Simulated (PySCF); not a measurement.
# quartet C2H2FGe at 6 levels

Aim: a comparison of 6 runs (U-wB97X/cc-pVDZ, UBHLYP/cc-pVDZ, UM06-L/cc-pVDZ, USVWN5/cc-pVDZ, UTPSS/cc-pVDZ, UCCSD(T)/cc-pVDZ) of quartet C2H2FGe. Input form: a Python script.

The results are computed with PySCF 2.14.0.

2 further runs of the same task are left out: 2 set aside as unsound or not needed.

## (1) Starting point

C2H2FGe has 6 atoms, charge 0, and is taken as a quartet. As SMILES of the parent species, `C#[C][GeH][F]`. Geometry: relaxed at PBE0-D4/def2-TZVP. That shape belongs to the parent species and isn't relaxed for this state.

Bond lengths: C1–C2 1.208 Å, C2–Ge3 1.890 Å, Ge3–F4 1.742 Å, C1–H5 1.066 Å, Ge3–H6 1.546 Å. Angles: C1–C2–Ge3 172.4°, C2–Ge3–F4 106.6°, C2–C1–H5 178.7°, C2–Ge3–H6 112.0°, F4–Ge3–H6 106.4°.

## (2) A single-point energy at U-wB97X/cc-pVDZ (run 1)

Input file input.py:

```python
from pyscf import gto, dft

mol = gto.Mole()
mol.atom = [
    ('C', (-0.259200, 0.074500, -1.769000)),
    ('C', (0.006200, 0.034600, -0.591400)),
    ('Ge', (0.661100, -0.021100, 1.180400)),
    ('F', (-0.021800, -1.442400, 1.919600)),
    ('H', (-0.516900, 0.107000, -2.803300)),
    ('H', (0.172500, 1.183400, 2.017600)),
]
mol.basis = 'cc-pvdz'
mol.verbose = 3
mol.charge = 0
mol.max_memory = 1860
mol.spin = 3
mol.build()

ks = dft.UKS(mol, xc='wb97x')
ks.conv_tol = 1e-10
ks.grids.level = 5
ks.kernel()
if not ks.converged:
    ks = ks.newton().run(ks.mo_coeff, ks.mo_occ)

e_final = ks.e_tot
print('Final energy', e_final)
```

Started as:

```sh
$ OMP_NUM_THREADS=1 python input.py
```

The program printed:

```text
WARN: HOMO -0.0256677254131867 >= LUMO -0.342071169525336

converged SCF energy = -2253.95283329842  <S^2> = 3.7609145  2S+1 = 4.0054535
Final energy -2253.952833298418
```

Run time: 87 s. Hardware: 1 thread of Arm Neoverse V2, shared host; peak memory 0.43 GiB.

## (3) The energy at UBHLYP/cc-pVDZ (run 2)

Input file calc.py:

```python
from pyscf import gto, dft

system = gto.M(
    atom='''
C     -0.489817     0.140785    -3.342926
C      0.011716     0.065385    -1.117584
Ge     1.249298    -0.039873     2.230633
F     -0.041196    -2.725741     3.627518
H     -0.976799     0.202201    -5.297469
H      0.325978     2.236302     3.812711
''',
    spin=3,
    basis='cc-pvdz',
    max_memory=1860,
    unit='bohr',
    verbose=4,
)

ks = dft.UKS(system)
ks.xc = 'bhandhlyp'
ks.conv_tol = 1e-10
ks.grids.level = 5
ks.kernel()
if not ks.converged:
    ks = ks.newton().run(ks.mo_coeff, ks.mo_occ)

energy = ks.e_tot
print('Final energy', energy)
```

Started as:

```sh
$ OMP_NUM_THREADS=1 python calc.py
```

The program printed:

```text
PySCF version 2.14.0

[... 55 lines left out ...]
WARN: HOMO -0.045061776715964 >= LUMO -0.343948315192861
[... 11 lines left out ...]
WARN: HOMO -0.15280958650374 >= LUMO -0.176427371961818
[... 84 lines left out ...]
converged SCF energy = -2253.86508705311  <S^2> = 3.7626616  2S+1 = 4.0063258
Final energy -2253.8650870531137
```

Run time: 51 s. Hardware: 1 thread of Arm Neoverse V2, shared host; peak memory 0.43 GiB.

Run 3 isn't shown in full; the table further down has it.

## (4) The energy at USVWN5/cc-pVDZ (run 4)

Input file input.py:

```python
from pyscf import gto, dft

mol = gto.Mole()
mol.atom = '''
C   -0.259200   0.074500  -1.769000
C    0.006200   0.034600  -0.591400
Ge   0.661100  -0.021100   1.180400
F   -0.021800  -1.442400   1.919600
H   -0.516900   0.107000  -2.803300
H    0.172500   1.183400   2.017600
'''
mol.max_memory = 1860
mol.basis = 'cc-pvdz'
mol.charge = 0
mol.spin = 3
mol.verbose = 4
mol.build()

calc0 = dft.UKS(mol)
calc0.xc = 'svwn'
calc0.grids.level = 5
calc0.conv_tol = 1e-10
calc0.kernel()
if not calc0.converged:
    calc0 = calc0.newton().run(calc0.mo_coeff, calc0.mo_occ)

e_final = calc0.e_tot
print('Final energy', e_final)
```

Started as:

```sh
$ OMP_NUM_THREADS=1 python input.py
```

The program printed:

```text
PySCF version 2.14.0

[... 69 lines left out ...]
[... the frontier-level lines of each cycle are left out ...]
[... 17 lines left out ...]
[... 17 lines left out ...]
[... 17 lines left out ...]
[... 17 lines left out ...]
[... 1 line left out ...]
cycle= 15 E= -2249.4452487737  delta_E= -3.38e-09  |g|= 8.84e-06  |ddm|= 0.000547


cycle= 16 E= -2249.44524877377  delta_E= -7.5e-11  |g|= 2.7e-06  |ddm|= 6.01e-05


Extra cycle  E= -2249.44524877373  delta_E= 4.46e-11  |g|= 7.72e-06  |ddm|= 1.65e-05
converged SCF energy = -2249.44524877373  <S^2> = 3.7532226  2S+1 = 4.001611
Final energy -2249.4452487737276
```

It took 21 s on 1 thread of Arm Neoverse V2, shared host; peak memory 0.26 GiB.

Run 5 isn't shown in full; the table further down has it.

## (5) The energy at UCCSD(T)/cc-pVDZ (run 6)

Input file start.xyz:

```xyz
6
C2H2FGe
C     -0.259200     0.074500    -1.769000
C      0.006200     0.034600    -0.591400
Ge     0.661100    -0.021100     1.180400
F     -0.021800    -1.442400     1.919600
H     -0.516900     0.107000    -2.803300
H      0.172500     1.183400     2.017600
```

Input file input.py:

```python
from pyscf import gto, scf, cc

molecule = gto.Mole()
molecule.atom = 'start.xyz'
molecule.verbose = 3
molecule.spin = 3
molecule.charge = 0
molecule.max_memory = 1860
molecule.basis = 'cc-pvdz'
molecule.build()

mf = scf.UHF(molecule)
mf.conv_tol = 1e-10
mf.kernel()
if not mf.converged:
    mf = mf.newton().run(mf.mo_coeff, mf.mo_occ)

mycc = cc.CCSD(mf, frozen=12)
mycc.kernel()
e_t = mycc.ccsd_t()
e_final = mycc.e_tot + e_t
print('Final energy', e_final)
```

Started as:

```sh
$ OMP_NUM_THREADS=1 python input.py
```

The program printed:

```text
WARN: HOMO 0.0270697370602582 >= LUMO -0.314772993975615

converged SCF energy = -2251.45979886849  <S^2> = 3.7882408  2S+1 = 4.0190749
E(UCCSD) = -2251.974476818654  E_corr = -0.5146779501599219
UCCSD(T) correction = -0.0157985307442406
Final energy -2251.990275349398
```

It took 3.3 min on 1 thread of Arm Neoverse V2, shared host; peak memory 0.91 GiB.

## (6) Overview of the runs

```csv
run,level,integration grid,frozen core orbitals,energy (Eh),dipole moment (D) of the reference,HOMO energy (eV),⟨S²⟩,wall time
1,U-wB97X/cc-pVDZ,5,–,-2253.952833,2.76,-5.71,3.761,87 s
2,UBHLYP/cc-pVDZ,5,–,-2253.865087,2.99,-4.56,3.763,51 s
3,UM06-L/cc-pVDZ,5,–,-2253.885490,2.73,-2.63,3.761,93 s
4,USVWN5/cc-pVDZ,5,–,-2249.445249,2.77,-2.64,3.753,21 s
5,UTPSS/cc-pVDZ,5,–,-2253.968114,2.77,-2.68,3.759,89 s
6,UCCSD(T)/cc-pVDZ,–,12,-2251.990275,3.11,-6.50,3.788,3.3 min
```

## (7) What came out

| quantity | value |
| --- | --- |
| run 6: total energy | -2251.99028 Eh |
| run 6: dipole moment (Hartree–Fock density) | 3.11 D |
| run 6: HOMO energy (Hartree–Fock orbitals) (highest over α and β) | -6.50 eV |
| run 6: LUMO energy (Hartree–Fock orbitals) (lowest over α and β) | 0.05 eV |
| run 6: correlation energy (12 core orbitals frozen) | -530.5 mEh |
| run 6: (T) correction | -15.80 mEh |
| run 6: ⟨S²⟩ of the reference determinant | 3.788 |
| run 6: T1 diagnostic | 0.017 |

**Reading.** Over runs 1, 2, 3, 4, 5 the dipole moment (its size) runs from 2.73 D (UM06-L/cc-pVDZ) to 2.99 D (UBHLYP/cc-pVDZ). Totals of different functionals can't be ranked against each other. All runs together took 9 min, the longest 3.3 min.
